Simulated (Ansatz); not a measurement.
# WS+ (sextet): wave-function methods side by side, def2-TZVPP

The task here is to estimate one member of a computed series from the others.

The runs use Ansatz 0.2.0, Gaussian basis; def2-TZVPP, core rule «outside noble gas», up to 9 orbitals frozen.

Plan: UHF; CCSD(T) on ROHF; CCSD(T) on UHF; CCSDT(Q) on ROHF; CCSDT(Q) on UHF; CASSCF and MRCISD+Q, 11 electrons in 10 orbitals; CASSCF and NEVPT2, 11 electrons in 10 orbitals.

3 further runs of the same task are left out: 3 set aside as unsound or not needed. Runs told in other sessions of the task aren't counted.

**The geometry**

The geometry is a PBE0/def2-TZVP stationary point (not a proven minimum) of the parent state, kept for this charge and spin. No spin-orbit coupling is included. Elements past krypton take def2 core potentials.

2 atoms, charge 1, spin multiplicity 6.

Atoms are counted from 1 here; the program's logs count them from 0.

Bond lengths: W1–S2 2.053 Å.

As a file:

```
W     0.0000    0.0000    0.0000
S     0.0000    0.0000    2.0526
```

Set-up of the first run:

File in.yaml:

```yaml
crystal:
  periodic: [false, false, false]
  atoms:
    - {symbol: W, position_ang: [0.000000, 0.000000, 0.000000]}
    - {symbol: S, position_ang: [0.000000, 0.000000, 2.052600]}
basis:
  gaussian: {orbitals: def2-TZVPP}
total_charge: 1
magnetization: {spin_polarized: true, initial_magnetization: 5}
hamiltonian: {xc: hf}
output: {orbitals: {seedname: orbitals}}
```

The run is started by

```bash
> ansatz run in.yaml --threads 1 --pin off --events-out ev --progress --plain --max-ram 2816MiB --backend cpu
```

Steps of the session up to this table: UHF; CCSD(T) on ROHF; CCSD(T) on UHF; CCSDT(Q) on ROHF; CCSDT(Q) on UHF; CASSCF and MRCISD+Q, 11 electrons in 10 orbitals; CASSCF and NEVPT2, 11 electrons in 10 orbitals.

One table of the session follows, with a row left open; its other results are not shown here.

| method | from RCCSDT(Q) (meV) |
| --- | --- |
| ROHF | +7876.9 |
| UHF | +7501.6 |
| RMP2 | +1290.5 |
| UMP2 | +1222.3 |
| RCCSD | +655.1 |
| UCCSD | +540.3 |
| RCCSD(T) | +243.5 |
| UCCSD(T) | +145.3 |
| RCCSDT | ? |
| UCCSDT | +13.1 |
| RCCSDT(Q) | 0 |
| UCCSDT(Q) | -66.5 |
| CASSCF valence | +6591.1 |
| NEVPT2 valence | +1411.5 |
| MRCISD valence | +687.8 |
| MRCISD+Q valence | +115.8 |

Q: Estimate the row for RCCSDT from the others.

**Answer.** from RCCSDT(Q) (meV): +94.5. In the column «from RCCSDT(Q) (meV)» it lies between UCCSDT (+13.1) and MRCISD+Q valence (+115.8).

The program flags RCCSDT(Q) as in doubt (see the logs), so the zero of the table is itself unsure.

Caveats from the session: The report flags that the cluster equations may have other roots. The program flags RCCSDT(Q) as in doubt, so the zero of the table is itself unsure. Restricted and unrestricted rows rest on different reference determinants; a gap between their highest levels can come from leftover correlation error, from unlike frozen cores or from another state.
